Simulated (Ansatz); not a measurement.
# Ge2H6O: the cost of one run

Program: Ansatz 0.2.0, Gaussian basis. Level of theory: the settings change from run to run. These are calculated values, not measurements.

## Step 1: The relaxed structure

The geometry comes from an earlier relaxation with PBE0-D4 in a triple-zeta def2 set; it is a stationary point, not always the lowest conformer.

SMILES `[GeH3][O][GeH3]`, 9 atoms, charge 0, spin multiplicity 1.

Atoms are counted from 1 here; the program's logs count them from 0.

Bond lengths: Ge1–O2 1.773 Å, Ge1–H4 1.541 Å, Ge1–H5 1.533 Å, Ge1–H6 1.541 Å, O2–Ge3 1.773 Å, Ge3–H7 1.533 Å, Ge3–H8 1.541 Å, Ge3–H9 1.541 Å. Angles: O2–Ge1–H4 109.2°, O2–Ge1–H5 105.7°, O2–Ge1–H6 109.2°, H4–Ge1–H5 111.3°, H4–Ge1–H6 110.0°, H5–Ge1–H6 111.3°, Ge1–O2–Ge3 127.5°, O2–Ge3–H7 105.7°, O2–Ge3–H8 109.2°, O2–Ge3–H9 109.2°, H7–Ge3–H8 111.3°, H7–Ge3–H9 111.3°, H8–Ge3–H9 109.9°.

## Step 2: r2SCAN0/x2c-TZVPPall

This run has charge +1, multiplicity 2, D4 dispersion.

The input, in.yaml:

```yaml
crystal:
  periodic: [false, false, false]
  atoms:
    - {symbol: Ge, position_ang: [-0.704869, 1.073555, -0.927534]}
    - {symbol: O, position_ang: [0.733799, 0.211545, -0.351605]}
    - {symbol: Ge, position_ang: [0.808079, -1.058846, 0.883354]}
    - {symbol: H, position_ang: [-1.697581, 0.059650, -1.529318]}
    - {symbol: H, position_ang: [-0.201551, 2.057739, -1.990099]}
    - {symbol: H, position_ang: [-1.360810, 1.813625, 0.254694]}
    - {symbol: H, position_ang: [2.286848, -1.450363, 0.987979]}
    - {symbol: H, position_ang: [-0.056810, -2.253552, 0.435836]}
    - {symbol: H, position_ang: [0.281296, -0.499756, 2.219593]}
basis:
  gaussian: {orbitals: x2c-TZVPPall}
total_charge: 1
magnetization: {spin_polarized: true, initial_magnetization: 1}
hamiltonian: {xc: {name: r2SCAN0}, dispersion: d4}
output: {forces: true}
```

On the command line:

```console
$ ansatz run in.yaml --threads 4 --pin off --events-out ev --progress --plain --max-ram 10444MiB
```

What time and memory should one allow on 4 threads of Arm Neoverse V1, shared host?

About 30 s, with a peak of 1.3 GiB.
